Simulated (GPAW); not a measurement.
Crystal: TaTe.

```
CELL_PARAMETERS angstrom
3.42009 0.00000 0.00000
0.00000 3.42009 0.00000
0.00000 0.00000 3.42009
ATOMIC_POSITIONS crystal
Ta 0.50000 0.50000 0.50000
Te 0.00000 0.00000 0.00000
```

The cell was built by a generator and needn't be a form met in nature.

Base run:

| Property | Result |
| --- | --- |
| Program | GPAW 26.7.0 |
| Functional | PBEsol |
| Potentials or basis | PAW data sets generated in the run's folder for this functional |
| Cutoff | 600 eV |
| Basis | pw |
| k mesh | 8 × 8 × 8 |
| Occupations | fermi-dirac, width 0.05 eV |
| Spin | no spin polarisation |
| Hubbard terms | Ta d U = 2 eV |

Its results: band gap on the k mesh none (metal or under the smearing width); pressure -3.4 GPa.

The run is repeated on the same cell with these changes: hubbard terms from Ta d U = 2 eV to none. What comes out?

Band gap on the k mesh none (metal or under the smearing width); pressure -5.9 GPa.

Caveats: U without spin polarisation on a metal has little footing (some runs); the U is typed as a test and isn't derived for this compound (some runs).
